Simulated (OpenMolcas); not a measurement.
# CH2FNOSi (SMILES O=C=N[SiH2]F): levels of theory compared

We compute a comparison of 6 runs (HF/STO-3G, HF/3-21G, M06-L/cc-pVDZ, PBE/cc-pVDZ, revPBE/cc-pVDZ, CCSD(T)/cc-pVDZ) of CH2FNOSi. 

Program for the calculation: OpenMolcas 26.06.

1 further run of the same task is left out (set aside as unsound or not needed).

### 1 The system as given

CH2FNOSi: 7 atoms, total charge 0, spin state singlet. SMILES: `O=C=N[SiH2]F`. Geometry: relaxed at PBE0-D4/def2-TZVP. This is one conformer, not always the lowest.

Bond lengths: O1–C2 1.162 Å, C2–N3 1.195 Å, N3–Si4 1.694 Å, Si4–F5 1.591 Å, Si4–H6 1.475 Å, Si4–H7 1.475 Å. Angles: O1–C2–N3 178.4°, C2–N3–Si4 166.0°, N3–Si4–F5 109.2°, N3–Si4–H6 109.0°, N3–Si4–H7 109.0°, F5–Si4–H6 108.2°, F5–Si4–H7 108.2°, H6–Si4–H7 113.2°.

### 2 Energy and gradient at HF/STO-3G (run 1)

Input file mol.xyz:

```xyz
7

O     -0.573800    -2.908000    -0.552000
C     -0.306900    -1.816900    -0.256100
N     -0.019000    -0.706200     0.076100
Si     0.212100     0.968300     0.188900
F     -0.420200     1.671000    -1.091000
H     -0.490300     1.470300     1.384800
H      1.659300     1.253600     0.203700
```

Input file calc.input:

```
&GATEWAY
 BasLib=$CurrDir
 Coord=mol.xyz
 Basis=STO-3G
 Group=NoSym

&SEWARD

&SCF
 Thresholds=1e-10 1e-07 1e-07 1e-05
 PrOrbitals=1 2

&ALASKA
```

The basis set STO-3G is read from a file made from the Basis Set Exchange's data (not shown).

Launch:

```sh
$ export MOLCAS_MEM=1860
$ pymolcas calc.input > calc.log
```

Output:

```text
--- Start Module: gateway ---
[...]
--- Stop Module: gateway /rc=_RC_ALL_IS_WELL_ ---
[...]
      Basis functions           31
[...]
--- Start Module: scf ---
[...]
       Convergence after  14 Iterations
[...]
::    Total SCF energy                               -549.8050963093
[...]
      Total spin, S                                     0.0000000000
[...]
      Total electronic charge=   46.000000
      Total            charge=   -0.000000
[...]
      Dipole Moment (debye):
      Origin of the operator (angstrom)=   -0.1538   -0.1827   -0.2712
                   X=  7.7694E-01               Y=  1.9425E+00               Z=  1.0602E+00           Total=  2.3454E+00
      Quadrupole Moment (debye*angstrom):
[...]
--- Stop Module: scf /rc=_RC_ALL_IS_WELL_ ---
[...]
--- Start Module: alaska ---
[...]
 *              Molecular gradients               *
 **************************************************
  Irreducible representation: a
 ------------------------------------------------------------------------------------------
                              X                       Y                       Z
 ------------------------------------------------------------------------------------------
  O1                1.71699650921999E-02    7.24650900982660E-02    1.85841785428389E-02
  C2               -1.75493204977670E-02   -7.55594761772427E-02   -1.86979831398982E-02
  N3               -1.37982906358580E-05   -6.49296976539482E-04    1.00020005548984E-04
  SI4              -1.77541248382660E-02   -7.30529405306779E-03   -3.08930122255191E-02
  F5                7.00339323493626E-03   -5.08028948518913E-03    1.36788713371807E-02
  H6               -1.52965599123771E-02    1.01592252882368E-02    2.00663526671754E-02
  H7                2.64404452118798E-02    5.97004130551482E-03   -2.83842718729133E-03
 ------------------------------------------------------------------------------------------
--- Stop Module: alaska /rc=_RC_ALL_IS_WELL_ ---
[...]
```

Run time: 4.2 s. Hardware: 1 thread of Intel Xeon Platinum 8259CL at 2.50GHz (Skylake/Cascade Lake), shared host; peak memory 0.37 GiB.

### 3 Energy and gradient at HF/3-21G (run 2)

Input file mol.input:

```
&GATEWAY
 BASLIB=$CurrDir
 BASISSET
 O.3-21G....
 O1 -0.573800 -2.908000 -0.552000 angstrom
 End of Basis
 BASISSET
 C.3-21G....
 C2 -0.306900 -1.816900 -0.256100 angstrom
 End of Basis
 BASISSET
 N.3-21G....
 N3 -0.019000 -0.706200 0.076100 angstrom
 End of Basis
 BASISSET
 Si.3-21G....
 Si4 0.212100 0.968300 0.188900 angstrom
 End of Basis
 BASISSET
 F.3-21G....
 F5 -0.420200 1.671000 -1.091000 angstrom
 End of Basis
 BASISSET
 H.3-21G....
 H6 -0.490300 1.470300 1.384800 angstrom
 H7 1.659300 1.253600 0.203700 angstrom
 End of Basis

&SEWARD

&SCF
 THRESHOLDS=1e-10 1e-07 1e-07 1e-05
 PRORBITALS=1 1

&ALASKA
```

The basis set 3-21G is read from a file made from the Basis Set Exchange's data (not shown).

Launch:

```sh
$ export MOLCAS_MEM=1860
$ pymolcas mol.input > mol.log
```

Output:

```text
--- Start Module: gateway ---
[...]
--- Stop Module: gateway /rc=_RC_ALL_IS_WELL_ ---
[...]
      Basis functions           53
[...]
--- Start Module: scf ---
[...]
       Convergence after  15 Iterations
[...]
::    Total SCF energy                               -553.8099082880
[...]
      Total spin, S                                     0.0000000000
[...]
      Total electronic charge=   46.000000
      Total            charge=   -0.000000
[...]
      Dipole Moment (debye):
      Origin of the operator (angstrom)=   -0.1538   -0.1827   -0.2712
                   X=  9.5811E-01               Y=  1.2308E+00               Z=  1.5169E+00           Total=  2.1757E+00
      Quadrupole Moment (debye*angstrom):
[...]
--- Stop Module: scf /rc=_RC_ALL_IS_WELL_ ---
[...]
--- Start Module: alaska ---
[...]
 *              Molecular gradients               *
 **************************************************
  Irreducible representation: a
 ------------------------------------------------------------------------------------------
                              X                       Y                       Z
 ------------------------------------------------------------------------------------------
  O1                1.72991123247090E-03    7.19232652784285E-03    1.91735436128404E-03
  C2               -1.04597809320537E-02   -3.33978600358416E-02   -1.35147285619336E-02
  N3                1.17456618202896E-02    4.00110137551257E-02    1.47188574425936E-02
  SI4              -1.53090383650980E-02   -2.20542783775812E-03   -2.76107666864132E-02
  F5                1.18838451071426E-02   -1.30733817141415E-02    2.40504522584359E-02
  H6               -1.99093294554764E-03    9.48109099862426E-04    1.41482213039312E-03
  H7                2.40033408277540E-03    5.25220204858678E-04   -9.75990944323601E-04
 ------------------------------------------------------------------------------------------
--- Stop Module: alaska /rc=_RC_ALL_IS_WELL_ ---
[...]
```

Wall time 3.9 s (1 thread of Intel Xeon Platinum 8259CL at 2.50GHz (Skylake/Cascade Lake), shared host); peak memory 0.39 GiB.

Runs 3 to 4 aren't shown in full; the table further down has their settings and results.

### 4 Energy and forces at revPBE/cc-pVDZ (run 5)

Input file geom.xyz:

```xyz
7

O     -0.573800    -2.908000    -0.552000
C     -0.306900    -1.816900    -0.256100
N     -0.019000    -0.706200     0.076100
Si     0.212100     0.968300     0.188900
F     -0.420200     1.671000    -1.091000
H     -0.490300     1.470300     1.384800
H      1.659300     1.253600     0.203700
```

Input file test.input:

```
>>> EXPORT MOLCAS_PRINT=2

&GATEWAY
 BasLib
 $CurrDir
 Coord
 geom.xyz
 Basis
 cc-pVDZ
 Group
 NoSym

&SEWARD
 GridInput
 Grid=UltraFine
 End of Grid

&SCF
 KSDFT
 revPBE
 Thresholds
 1e-10 1e-07 1e-07 1e-05
 PrOrbitals
 1 2

&ALASKA
```

The basis set cc-pVDZ is read from a file made from the Basis Set Exchange's data (not shown).

Launch:

```sh
$ export MOLCAS_MEM=1860
$ pymolcas test.input > test.log
```

Output:

```text
--- Start Module: gateway ---
[...]
--- Stop Module: gateway /rc=_RC_ALL_IS_WELL_ ---
[...]
      Basis functions           84
[...]
--- Start Module: scf ---
[...]
       Convergence after  17 Iterations
[...]
::    Total KS-DFT energy                            -558.5749683491
[...]
      Total spin, S                                     0.0000000000
[...]
      Total electronic charge=   46.000000
      Total            charge=   -0.000000
[...]
      Dipole Moment (debye):
      Origin of the operator (angstrom)=   -0.1538   -0.1827   -0.2712
                   X=  6.4906E-01               Y=  7.9377E-01               Z=  1.0387E+00           Total=  1.4596E+00
      Quadrupole Moment (debye*angstrom):
[...]
--- Stop Module: scf /rc=_RC_ALL_IS_WELL_ ---
[...]
--- Start Module: alaska ---
[...]
 *              Molecular gradients               *
 **************************************************
  Irreducible representation: a
 ------------------------------------------------------------------------------------------
                              X                       Y                       Z
 ------------------------------------------------------------------------------------------
  O1                1.14254706295611E-02    4.73075353854071E-02    1.25448757491320E-02
  C2               -1.14233994950868E-04   -3.47119879114532E-03    4.78305961680858E-04
  N3               -8.18591551974501E-03   -1.89023189078030E-02   -1.19282678963053E-02
  SI4              -1.81391815187464E-02    3.38934200655050E-03   -3.35387312914701E-02
  F5                2.01944046746751E-02   -2.33312290007586E-02    4.10311587762138E-02
  H6                4.37015922348438E-03   -3.19959649656631E-03   -8.12680959492429E-03
  H7               -9.55070349434095E-03   -1.79253419574521E-03   -4.60531704327527E-04
 ------------------------------------------------------------------------------------------
--- Stop Module: alaska /rc=_RC_ALL_IS_WELL_ ---
[...]
```

It took 42 s on 1 thread of Intel Xeon Platinum 8259CL at 2.50GHz (Skylake/Cascade Lake), shared host; peak memory 0.46 GiB.

### 5 A single-point energy at CCSD(T)/cc-pVDZ (run 6)

Input file run.inp:

```
&GATEWAY
BasLib = $CurrDir
Coord
7
angstrom
O       -0.573800      -2.908000      -0.552000
C       -0.306900      -1.816900      -0.256100
N       -0.019000      -0.706200       0.076100
Si       0.212100       0.968300       0.188900
F       -0.420200       1.671000      -1.091000
H       -0.490300       1.470300       1.384800
H        1.659300       1.253600       0.203700
Basis = cc-pVDZ
Group = NoSym
&SEWARD
&SCF
Thresholds = 1e-10 1e-07 1e-07 1e-05
PrOrbitals = 1 1
&RASSCF
FileOrb = $Project.ScfOrb
Spin = 1
Nactel = 0 0 0
Inactive = 23
Ras2 = 0
OutOrbitals = Canonical
OrbListing = Few
&MOTRA
JobIph
Frozen = 9
&CCSDT
CCT
Triples = 2
Iterations = 80
Accuracy = 1e-08
Extrapolation = 5 4
```

The basis set cc-pVDZ is read from a file made from the Basis Set Exchange's data (not shown).

Launch:

```sh
$ export MOLCAS_MEM=1860
$ pymolcas run.inp > run.log
```

Output:

```text
--- Start Module: gateway ---
[...]
--- Stop Module: gateway /rc=_RC_ALL_IS_WELL_ ---
[...]
      Basis functions           84
[...]
       Convergence after  14 Iterations
[...]
::    Total SCF energy                               -556.8338082857
[...]
      Total spin, S                                     0.0000000000
[...]
      Number of active orbitals                  0
[...]
      Spin quantum number                      0.0
[...]
      Active orbitals                            0
[...]
      Number of CSFs                             1
[...]
      Number of root(s) required                 1
[...]
      Convergence after  4 iterations
[...]
      Natural orbitals and occupation numbers for root  1
      ************************************************************************************************************************
      *                                                    Final results                                                     *
      ************************************************************************************************************************
[...]
::    RASSCF root number  1 Total energy:   -556.83380829
[...]
      Total electronic charge=   46.000000
      Total            charge=   -0.000000
[...]
      Dipole Moment (debye):
      Origin of the operator (angstrom)=   -0.1538   -0.1827   -0.2712
                   X=  8.9964E-01               Y=  1.0678E+00               Z=  1.4456E+00           Total=  2.0098E+00
      Quadrupole Moment (debye*angstrom):
[...]
--- Start Module: motra ---
[...]
      *** WARNING: Default frozen orbitals is overwritten by user input.
      *** Default values:   6
[...]
--- Stop Module: motra /rc=_RC_ALL_IS_WELL_ ---
[...]
--- Start Module: ccsdt ---
[...]
      Convergence after                    17  Iterations
      Total energy (diff) :    -557.58555091       0.00000000
[...]
 METHOD                       : CCSD+T(CCSD)+<T3(1)WT1> = CCSD(T)
[...]
       CCSD     =      -557.5855509101534
[...]
--- Stop Module: ccsdt /rc=_RC_ALL_IS_WELL_ ---
[...]
```

It took 95 s on 1 thread of Intel Xeon Platinum 8259CL at 2.50GHz (Skylake/Cascade Lake), shared host; peak memory 0.47 GiB.

### 6 The series

```csv
run,level,integration grid,task,energy (Eh),dipole moment (D) of the reference,HOMO energy (eV),LUMO energy (eV),wall time
1,HF/STO-3G,–,gradient,-549.805096,2.35,-8.44,9.55,4.2 s
2,HF/3-21G,–,gradient,-553.809908,2.18,-11.96,4.11,3.9 s
3,M06-L/cc-pVDZ,UltraFine,gradient,-558.701847,1.69,-7.63,-0.43,51 s
4,PBE/cc-pVDZ,UltraFine,gradient,-558.286410,1.48,-7.26,-0.88,43 s
5,revPBE/cc-pVDZ,UltraFine,gradient,-558.574968,1.46,-7.21,-0.77,42 s
6,CCSD(T)/cc-pVDZ,–,energy,-557.609099,2.01,-12.17,3.72,95 s
```

### 7 Summary of results

```
                                          quantity          value
                               run 6: total energy  -557.60910 Eh
         run 6: dipole moment (mean-field density)         2.01 D
        run 6: HOMO energy (Hartree–Fock orbitals)      -12.17 eV
        run 6: LUMO energy (Hartree–Fock orbitals)        3.72 eV
      run 6: HOMO–LUMO gap (Hartree–Fock orbitals)       15.89 eV
run 6: correlation energy (9 core orbitals frozen)     -775.3 mEh
                             run 6: (T) correction     -23.55 mEh
```

What this shows: Over runs 1, 2, 3, 4, 5 the dipole moment (its size) runs from 1.46 D (revPBE/cc-pVDZ) to 2.35 D (HF/STO-3G). The two ends differ in method and basis. Over runs 1, 2, 3, 4, 5 the HOMO–LUMO gap runs from 6.38 eV (PBE/cc-pVDZ) to 18.00 eV (HF/STO-3G). Totals of different functionals can't be ranked against each other. In run 1 the basis is minimal, so the values are rough. All runs together took 4 min, the longest 95 s.
